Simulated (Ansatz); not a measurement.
# C5H14ClNO2Zr: how energies converge with the basis set

The task here is to estimate one member of a computed series from the others.

Method: one geometry, several basis sets; program: Ansatz 0.2.0, Gaussian basis.

Plan: PBE0-D4/def2-SVP; ωB97M-V/def2-SVP; PBE0-D4/def2-QZVPP; ωB97M-V/def2-QZVPP; the functionals' def2-TZVPP values are taken from earlier runs.

## The relaxed structure

All runs share one geometry, relaxed beforehand with PBE0-D4 in a triple-zeta def2 set. Zr takes the def2 core potential; no spin-orbit term is included.

SMILES `CC[N](CC)[Zr]([OH])([Cl])[O]C`, 24 atoms, charge 0, spin multiplicity 1.

Atoms are counted from 1 here; the program's logs count them from 0.

Bond lengths: C1–C2 1.514 Å, C1–H11 1.092 Å, C1–H12 1.093 Å, C1–H13 1.092 Å, C2–N3 1.443 Å, C2–H14 1.099 Å, C2–H15 1.101 Å, N3–C4 1.453 Å, N3–Zr6 2.019 Å, C4–C5 1.521 Å, C4–H16 1.100 Å, C4–H17 1.104 Å, C5–H18 1.092 Å, C5–H19 1.093 Å, C5–H20 1.093 Å, Zr6–O7 1.924 Å, Zr6–Cl8 2.397 Å, Zr6–O9 1.914 Å and more. Angles: C2–C1–H11 110.2°, C2–C1–H12 111.1°, C2–C1–H13 111.4°, H11–C1–H12 108.0°, H11–C1–H13 108.1°, H12–C1–H13 107.8°, C1–C2–N3 112.8°, C1–C2–H14 109.0°, C1–C2–H15 109.3°, N3–C2–H14 110.7°, N3–C2–H15 108.8°, H14–C2–H15 106.1°, C2–N3–C4 114.4°, C2–N3–Zr6 137.5°, C4–N3–Zr6 108.1°, N3–C4–C5 114.7°, N3–C4–H16 109.5°, N3–C4–H17 109.1° and more.

Coordinates:

```xyz
24

C     0.9913   -2.4242   -1.4665
C    -0.2796   -1.9319   -0.8079
N    -0.0525   -0.8189    0.0821
C    -1.2024   -0.4541    0.8915
C    -2.3538    0.1690    0.1176
Zr    1.4790    0.3984    0.5830
O     2.9640    0.1565   -0.6159
Cl    2.0957   -0.1431    2.8351
O     0.8294    2.1993    0.5786
C     0.1341    3.3972    0.6684
H     0.7740   -3.2708   -2.1209
H     1.7202   -2.7513   -0.7204
H     1.4575   -1.6407   -2.0676
H    -1.0065   -1.6642   -1.5881
H    -0.7358   -2.7552   -0.2360
H    -1.5535   -1.3349    1.4492
H    -0.8827    0.2588    1.6711
H    -2.7753   -0.5322   -0.6051
H    -3.1560    0.4671    0.7971
H    -2.0140    1.0537   -0.4262
H     3.7391    0.4279   -1.0998
H    -0.9390    3.2194    0.8060
H     0.2707    3.9885   -0.2432
H     0.4962    3.9857    1.5179
```

The first run:

File in.yaml:

```yaml
crystal:
  periodic: [false, false, false]
  atoms:
    - {symbol: C, position_ang: [0.991311, -2.424182, -1.466482]}
    - {symbol: C, position_ang: [-0.279571, -1.931925, -0.807875]}
    - {symbol: N, position_ang: [-0.052545, -0.818913, 0.082113]}
    - {symbol: C, position_ang: [-1.202380, -0.454128, 0.891497]}
    - {symbol: C, position_ang: [-2.353778, 0.168997, 0.117629]}
    - {symbol: Zr, position_ang: [1.478991, 0.398401, 0.582975]}
    - {symbol: O, position_ang: [2.963978, 0.156525, -0.615871]}
    - {symbol: Cl, position_ang: [2.095678, -0.143074, 2.835098]}
    - {symbol: O, position_ang: [0.829435, 2.199265, 0.578643]}
    - {symbol: C, position_ang: [0.134070, 3.397195, 0.668450]}
    - {symbol: H, position_ang: [0.774031, -3.270756, -2.120873]}
    - {symbol: H, position_ang: [1.720200, -2.751320, -0.720427]}
    - {symbol: H, position_ang: [1.457504, -1.640718, -2.067600]}
    - {symbol: H, position_ang: [-1.006480, -1.664223, -1.588146]}
    - {symbol: H, position_ang: [-0.735830, -2.755249, -0.236042]}
    - {symbol: H, position_ang: [-1.553546, -1.334870, 1.449242]}
    - {symbol: H, position_ang: [-0.882686, 0.258775, 1.671108]}
    - {symbol: H, position_ang: [-2.775343, -0.532179, -0.605148]}
    - {symbol: H, position_ang: [-3.156035, 0.467129, 0.797107]}
    - {symbol: H, position_ang: [-2.013998, 1.053696, -0.426219]}
    - {symbol: H, position_ang: [3.739147, 0.427939, -1.099828]}
    - {symbol: H, position_ang: [-0.939006, 3.219441, 0.805955]}
    - {symbol: H, position_ang: [0.270660, 3.988522, -0.243196]}
    - {symbol: H, position_ang: [0.496205, 3.985651, 1.517902]}
basis:
  gaussian: {orbitals: def2-SVP}
hamiltonian: {xc: pbe0, dispersion: d4}
output: {orbitals: {seedname: orbitals}}
```

On the command line:

```
$ ansatz run in.yaml --threads 4 --pin off --events-out ev --progress --plain --max-ram 66560MiB --backend cpu
```

Among the steps run: PBE0-D4 in def2-SVP; ωB97M-V in def2-SVP; PBE0-D4 in def2-QZVPP; ωB97M-V in def2-QZVPP.

One table of the session follows, with a row left open; its other results are not shown here.

It belongs to the step «Functionals by basis». 

```
functional       basis  HOMO (eV)  LUMO (eV)
   PBE0-D4    def2-SVP      -6.38      -0.04
   PBE0-D4  def2-TZVPP      -6.47      -0.20
   PBE0-D4  def2-QZVPP          ?          ?
   ωB97M-V    def2-SVP      -8.61       1.22
   ωB97M-V  def2-TZVPP      -8.71       0.88
   ωB97M-V  def2-QZVPP      -8.73       0.56
```

Estimate the missing values for PBE0-D4, def2-QZVPP.

The run gave: HOMO (eV): -6.48; LUMO (eV): -0.24. In the column «HOMO (eV)» it lies between ωB97M-V, def2-SVP (-8.61) and PBE0-D4, def2-TZVPP (-6.47).
